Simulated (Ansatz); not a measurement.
# C (bcc type): how the settings move a single-point run

Aim: see which settings change the result for C (bcc type), by how much, and at what cost.

Method: reference: DFT, LDA, all-electron LAPW, scalar-relativistic, in Ansatz 0.2.0.

1 further run of the same task is left out (set aside as unsound or not needed). Runs told in other sessions of the task aren't counted.

## Step 1: The structure to begin with

It takes space group Im-3m (No. 229, cubic). Conventional cell: a = 2.196 Å, b = 2.196 Å, c = 2.196 Å, α = 90.00°, β = 90.00°, γ = 90.00°. Around C (site symmetry m-3m) lie 8 C at 1.90 Å.

Structure file:

```cif
data_structure
_symmetry_space_group_name_H-M 'Im-3m'
_symmetry_Int_Tables_number 229
_cell_length_a 2.1958
_cell_length_b 2.1958
_cell_length_c 2.1958
_cell_angle_alpha 90.000
_cell_angle_beta 90.000
_cell_angle_gamma 90.000
_cell_volume 10.59
loop_
_atom_site_label
_atom_site_type_symbol
_atom_site_symmetry_multiplicity
_atom_site_Wyckoff_symbol
_atom_site_fract_x
_atom_site_fract_y
_atom_site_fract_z
_atom_site_occupancy
C1 C 2 a 0.00000 0.00000 0.00000 1
```

## Step 2: The reference run

File input.yaml:

```yaml
crystal:
  lattice:
    - [-1.0979097209, 1.0979097209, 1.0979097209]
    - [1.0979097209, -1.0979097209, 1.0979097209]
    - [1.0979097209, 1.0979097209, -1.0979097209]
  atoms:
    - { symbol: C, position: [0.0, 0.0, 0.0] }
kpoints:
  mp_grid: { grid: [22, 22, 22] }
scf:
  occupations: { method: fermi_dirac, width: 0.1 }
hamiltonian:
  xc: lda
  pseudopotentials: { kind: all_electron, lapw: { basis_error: 0.001 } }
output:
  forces: true
  stress: true
  eigenvalues: true
  populations: true
```

Started as:

```
$ ansatz run input.yaml --threads 1 --pin off --max-ram 2048MiB --backend cpu --events-out ev --progress --plain --runs-dir out
```

## Step 3: Variant: mp_grid.shift [0.5, 0.5, 0.5]

Changes to input.yaml since step 2:

```diff
@@ -8,3 +8,3 @@
 kpoints:
-  mp_grid: { grid: [22, 22, 22] }
+  mp_grid: { grid: [22, 22, 22], shift: [0.5, 0.5, 0.5] }
 scf:
```

Before running it: what results should come out? Wanted: for each run, ending; energy change; pressure; gap; force.

**Answer**, as computed:

| run | ending | energy change | pressure (GPa) | gap (eV) | force (eV/Å) | cycles | time |
| --- | --- | --- | --- | --- | --- | --- | --- |
| reference | converged | 0 | 55.5 | 0.00 | 0.00 | 4 | 5.1 s |
| 1: mp_grid.shift [0.5, 0.5, 0.5] | converged | -0.5 meV/atom | 55.5 | 0.00 | 0.00 | 4 | 5.3 s |

Residual by cycle in the longest SCF loop of each run; runs are numbered as in the table. The quantity is the density residual dr2, in eV.

| cycle | reference | run 1 |
| --- | --- | --- |
| 1 | 0.0113 | 0.0115 |
| 2 | 0.00275 | 0.0028 |
| 3 | 1.5e-6 | 1.5e-6 |
| 4 | 1.1e-9 | 1.1e-9 |

**Reading.** Changing the k-point mesh moves the energy by -0.5 meV/atom. The energy is not variational in the mesh, so the sign tells nothing. The structure is not at rest: the sound run finds 55 GPa, so these are no properties of the relaxed crystal. 
